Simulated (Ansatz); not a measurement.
**SiH2NClF radical: how energies converge with the basis set**

How large a basis does SiH2NClF radical need? Two functionals and correlated methods are run in growing sets.

Program: Ansatz 0.2.0, Gaussian basis. Level of theory: one geometry, several basis sets. These are calculated values, not measurements.

Levels to be run: PBE0-D4/def2-SVP; ωB97M-V/def2-SVP; PBE0-D4/def2-QZVPP; ωB97M-V/def2-QZVPP; CCSD(T)/cc-pV(D+d)Z; CCSD(T)/cc-pV(T+d)Z; CCSD(T)/cc-pV(Q+d)Z; the functionals' def2-TZVPP values are taken from earlier runs.

## Step 1: The geometry

All runs share one geometry, relaxed beforehand with PBE0-D4/def2-TZVP.

SMILES `[NH][SiH](F)Cl`, 6 atoms, charge 0, spin multiplicity 2.

Atoms are counted from 1 here; the program's logs count them from 0.

Bond lengths: N1–Si2 1.728 Å, N1–H5 1.022 Å, Si2–F3 1.590 Å, Si2–Cl4 2.036 Å, Si2–H6 1.469 Å. Angles: Si2–N1–H5 115.8°, N1–Si2–F3 113.5°, N1–Si2–Cl4 106.0°, N1–Si2–H6 110.5°, F3–Si2–Cl4 108.6°, F3–Si2–H6 107.8°, Cl4–Si2–H6 110.4°.

## Step 2: PBE0-D4 in def2-SVP

Input file in.yaml:

```yaml
crystal:
  periodic: [false, false, false]
  atoms:
    - {symbol: N, position_ang: [-1.023899, 0.843182, -0.329031]}
    - {symbol: Si, position_ang: [0.175546, -0.378211, -0.094821]}
    - {symbol: F, position_ang: [1.655869, 0.121918, -0.389902]}
    - {symbol: Cl, position_ang: [0.051606, -0.918728, 1.864394]}
    - {symbol: H, position_ang: [-0.727290, 1.801043, -0.134026]}
    - {symbol: H, position_ang: [-0.089832, -1.533202, -0.962813]}
basis:
  gaussian: {orbitals: def2-SVP}
magnetization: {spin_polarized: true, initial_magnetization: 1}
hamiltonian: {xc: pbe0, dispersion: d4}
output: {orbitals: {seedname: orbitals}}
```

On the command line:

```bash
ansatz run in.yaml --threads 2 --pin off --events-out ev --progress --plain --max-ram 32768MiB --backend cpu
```

After this run come: ωB97M-V in def2-SVP; PBE0-D4 in def2-QZVPP; ωB97M-V in def2-QZVPP; CCSD(T) in cc-pV(D+d)Z; CCSD(T) in cc-pV(T+d)Z; CCSD(T) in cc-pV(Q+d)Z.

Before running them: what should the planned runs give, taken together? Wanted: MP2 correlation recovered, cc-pV(D+d)Z; MP2 correlation recovered, cc-pV(T+d)Z; MP2 correlation recovered, cc-pV(Q+d)Z; difference of two CCSD(T) limits: def2 sets; PBE0-D4: double and triple zeta above quadruple; ωB97M-V: double and triple zeta above quadruple.

**Answer**, as computed:

| quantity | value |
| --- | --- |
| MP2 correlation recovered, cc-pV(D+d)Z | 65.4 % |
| MP2 correlation recovered, cc-pV(T+d)Z | 86.4 % |
| MP2 correlation recovered, cc-pV(Q+d)Z | 94.4 % |
| difference of two CCSD(T) limits: def2 sets (earlier runs) less this series | -65 meV |
| PBE0-D4: double and triple zeta above quadruple | 13.60, 0.89 eV |
| ωB97M-V: double and triple zeta above quadruple | 13.63, 0.84 eV |

What this shows: For PBE0-D4 the step from double to triple zeta gains 12.71 eV and the next only 0.89 eV. In cc-pV(D+d)Z MP2 holds 65 % of its limit, in cc-pV(Q+d)Z 94 %, while Hartree-Fock is within 0.177 eV in the largest set. A limit from the def2 sets, made apart, differs by 65 meV, a least measure of the doubt on such a limit. These are total energies; as a rule much of such shifts cancels in differences, which this series doesn't test.
